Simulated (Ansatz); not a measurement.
This was printed by a script on the Python package of Ansatz (0.2.0), for a single point in a Gaussian basis of ClGeH4P, SMILES [PH2][GeH2][Cl]. What did the script look like? Use: B3LYP, cc-pVDZ basis, multiplicity 1.

```xyz
7

P     1.3756   -0.2289   -0.6753
Ge   -0.7580    0.2441   -0.0091
Cl   -2.1034   -1.2705   -0.7730
H     1.5081   -1.3573    0.2298
H     1.9746    0.7213    0.2459
H    -1.1748    1.6325   -0.5579
H    -0.8221    0.2588    1.5396
```

Running `python clgeh4p_energy.py` prints:
```text
crystal:
  periodic: [false, false, false]
  atoms:
    - { symbol: P, position_ang: [1.3756, -0.2289, -0.6753] }
    - { symbol: Ge, position_ang: [-0.758, 0.2441, -0.0091] }
    - { symbol: Cl, position_ang: [-2.1034, -1.2705, -0.773] }
    - { symbol: H, position_ang: [1.5081, -1.3573, 0.2298] }
    - { symbol: H, position_ang: [1.9746, 0.7213, 0.2459] }
    - { symbol: H, position_ang: [-1.1748, 1.6325, -0.5579] }
    - { symbol: H, position_ang: [-0.8221, 0.2588, 1.5396] }
basis:
  gaussian:
    orbitals: cc-pVDZ
hamiltonian:
  xc: b3lyp
scf:
  lower_state_search: light
output:
  orbitals: {}
  forces: true

converged              True
free_energy_ev         -78397.34594744866
reference_energy_ev    -78397.34594744866
n_frozen               0
n_occupied             [34, 34]
n_virtual              [49, 49]
forces (eV/A)
  P     0.9417   -0.3911   -0.1491
  Ge   -0.0503    0.7674    0.6940
  Cl   -0.2598   -0.2539   -0.1341
  H    -0.0222    0.3243   -0.1793
  H    -0.2292   -0.2144   -0.1246
  H    -0.1046   -0.1530   -0.0445
  H    -0.2756   -0.0793   -0.0624
  atom  mulliken  lowdin
0    P    -0.037   0.152
1   Ge     0.353  -0.042
2   Cl    -0.256   0.063
3    H     0.018  -0.023
4    H     0.007  -0.024
5    H    -0.040  -0.060
6    H    -0.047  -0.065
dipole (e A): [0.251  0.2482 0.2461]
Alpha     -11.101 eV  occupation 2
Alpha     -10.463 eV  occupation 2
Alpha     -10.148 eV  occupation 2
Alpha      -9.694 eV  occupation 2
Alpha      -8.581 eV  occupation 2
Alpha      -8.399 eV  occupation 2
Alpha      -7.429 eV  occupation 2
Alpha      -0.716 eV  occupation 0
Alpha       0.110 eV  occupation 0
Alpha       0.476 eV  occupation 0
Alpha       0.630 eV  occupation 0
Alpha       1.335 eV  occupation 0
Alpha       1.796 eV  occupation 0
```

One script that gives this output:

Script `clgeh4p_energy.py`:
```python
"""Single point of ClGeH4P in a Gaussian basis."""

from pathlib import Path

import ansatz as az
import numpy as np
import pandas as pd


def main() -> None:
    geometry_ang = [
        ("P", (1.3756, -0.2289, -0.6753)),
        ("Ge", (-0.758, 0.2441, -0.0091)),
        ("Cl", (-2.1034, -1.2705, -0.773)),
        ("H", (1.5081, -1.3573, 0.2298)),
        ("H", (1.9746, 0.7213, 0.2459)),
        ("H", (-1.1748, 1.6325, -0.5579)),
        ("H", (-0.8221, 0.2588, 1.5396)),
    ]
    molecule = az.Crystal.molecule()
    for symbol, xyz in geometry_ang:
        molecule = molecule.atom(symbol, xyz)

    job = (
        molecule.calculation()
        .basis(gaussian="cc-pVDZ")
        .functional("b3lyp")
        .scf(lower_state_search="light")
        .forces()
        .orbitals()
    )
    print(job.to_yaml())
    done = job.run(runs_dir="out")
    report = done.report

    for key in ("converged", "free_energy_ev", "reference_energy_ev", "n_frozen", "n_occupied", "n_virtual"):
        print(f"{key:22s} {report[key]}")

    symbols = [site.symbol for site in molecule.cartesian_sites]
    print("forces (eV/A)")
    for symbol, f in zip(symbols, report["forces_ev_ang"]):
        print(f"  {symbol:2s} {f[0]:9.4f} {f[1]:9.4f} {f[2]:9.4f}")

    charges = report["charge_distribution"]
    table = pd.DataFrame({"atom": symbols, "mulliken": charges["mulliken_charges_e"], "lowdin": charges["lowdin_charges_e"]})
    print(table.round(3).to_string())
    print("dipole (e A):", np.round(charges["dipole_moment_e_ang"], 4) + 0.0)

    lines = Path(report["orbitals_path"]).read_text().splitlines()
    field_of = lambda key: [line.split("=")[1].strip() for line in lines if line.startswith(key)]
    orbitals = [(27.211386 * float(e), s, float(n)) for e, s, n in zip(field_of("Ene="), field_of("Spin="), field_of("Occup="))]
    homo = max(e for e, _, n in orbitals if n > 0.5)
    lumo = min(e for e, _, n in orbitals if n < 0.5)
    for e, spin, n in sorted(orbitals):
        if homo - 6 < e < lumo + 5:
            print(f"{spin:6s} {e:10.3f} eV  occupation {n:.0f}")


if __name__ == "__main__":
    main()
```

Reading the output:
- These settings explore the input space; basis and method may be short of convergence.
- The geometry is a force-field or estimated start, not a minimum of this method, and the basis set is short of its limit.
- The Löwdin charges here are taken after orthogonalising the functions within each atom; they differ from plain Löwdin charges, and their signs can be unphysical.
- Alpha marks a spatial orbital of a restricted run, filled by both spins.
- b3lyp holds the VWN-RPA fit, as in Gaussian; the form of ORCA and Turbomole is b3lyp5.
- Levels such as HOMO and LUMO are orbital energies: with these approximate functionals they aren't the ionisation energy and electron affinity, and their gap isn't the fundamental gap.
- Run time: 4.1 s on 1 thread of Arm Neoverse V2, on a shared host, peak memory 0.29 GiB.

(Lines on the test bed's own set-up are left out of the output.)
